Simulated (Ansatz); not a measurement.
# C2H6FISi: a ladder of functionals and wavefunction methods

One table from this session's results is given with a row withheld; the runs are named, their logs left out.

The runs use Ansatz 0.2.0, Gaussian basis; functionals in def2-TZVPP, the program's frozen cores in correlated methods.

Plan: PBE-D4, r2SCAN-D4, PBE0-D4, B3LYP-D4, ωB97X-V, ωB97M-V, B2PLYP; CCSD(T)/def2-TZVPP; MP2/def2-QZVPP; extrapolation to the limit.

**The geometry**

An earlier PBE0-D4 in a triple-zeta def2 set relaxation fixed the geometry. I takes the def2 core potential; no spin-orbit term is included.

SMILES `C[SiH](I)CF`, 11 atoms, charge 0, spin multiplicity 1.

Atoms are counted from 1 here; the program's logs count them from 0.

Bond lengths: C1–Si2 1.857 Å, C1–H6 1.091 Å, C1–H7 1.092 Å, C1–H8 1.094 Å, Si2–I3 2.451 Å, Si2–C4 1.891 Å, Si2–H9 1.483 Å, C4–F5 1.394 Å, C4–H10 1.094 Å, C4–H11 1.095 Å. Angles: Si2–C1–H6 111.0°, Si2–C1–H7 110.9°, Si2–C1–H8 109.2°, H6–C1–H7 108.5°, H6–C1–H8 108.6°, H7–C1–H8 108.6°, C1–Si2–I3 110.7°, C1–Si2–C4 111.6°, C1–Si2–H9 111.8°, I3–Si2–C4 105.2°, I3–Si2–H9 107.3°, C4–Si2–H9 110.0°, Si2–C4–F5 109.0°, Si2–C4–H10 111.6°, Si2–C4–H11 111.2°, F5–C4–H10 108.5°, F5–C4–H11 108.4°, H10–C4–H11 108.1°.

Set-up of the first run:

Input file in.yaml:

```yaml
crystal:
  periodic: [false, false, false]
  atoms:
    - {symbol: C, position_ang: [-1.418594, -0.389538, 0.622097]}
    - {symbol: Si, position_ang: [0.368997, 0.111692, 0.586207]}
    - {symbol: I, position_ang: [1.790928, -1.686173, 1.455270]}
    - {symbol: C, position_ang: [0.971536, 0.410307, -1.181510]}
    - {symbol: F, position_ang: [0.184558, 1.400161, -1.768103]}
    - {symbol: H, position_ang: [-1.762192, -0.536942, 1.647441]}
    - {symbol: H, position_ang: [-1.573399, -1.317238, 0.067781]}
    - {symbol: H, position_ang: [-2.022787, 0.397014, 0.161097]}
    - {symbol: H, position_ang: [0.621410, 1.314007, 1.417287]}
    - {symbol: H, position_ang: [2.014995, 0.738728, -1.201280]}
    - {symbol: H, position_ang: [0.890047, -0.499118, -1.785787]}
basis:
  gaussian: {orbitals: def2-TZVPP}
hamiltonian: {xc: pbe, dispersion: d4}
output: {forces: true, orbitals: {seedname: orbitals}}
```

Run with:

```console
$ ansatz run in.yaml --threads 2 --pin off --events-out ev --progress --plain --max-ram 22528MiB --backend cpu
```

Among the steps run: PBE-D4 (GGA); r2SCAN-D4 (meta-GGA); PBE0-D4 (hybrid); B3LYP-D4 (hybrid); ωB97X-V (range-separated); ωB97M-V (range-separated); B2PLYP (double hybrid); CCSD(T) in def2-TZVPP; MP2 in def2-QZVPP.

One table of the session follows, with a row left open; its other results are not shown here.

```
            method  atomisation energy (eV)
            PBE-D4                   40.573
         r2SCAN-D4                   40.085
           PBE0-D4                   40.038
          B3LYP-D4                   39.863
           ωB97X-V                   40.095
           ωB97M-V                   40.004
            B2PLYP                        ?
     HF/def2-TZVPP                   29.712
    MP2/def2-TZVPP                   39.592
   CCSD/def2-TZVPP                   38.440
CCSD(T)/def2-TZVPP                   38.989
           MP2/CBS                   40.692
       CCSD(T)/CBS                   40.088
```

**Question.** Estimate the row for B2PLYP.

As computed: atomisation energy (eV): 39.447. In the column «atomisation energy (eV)» it lies between CCSD(T)/def2-TZVPP (38.989) and MP2/def2-TZVPP (39.592).

Limits of these values: Free atoms (2 C, 1 Si, 1 I, 1 F, 6 H) were run apart at each level; the atomisation energy is their sum less the molecule, without zero-point or spin-orbit terms.
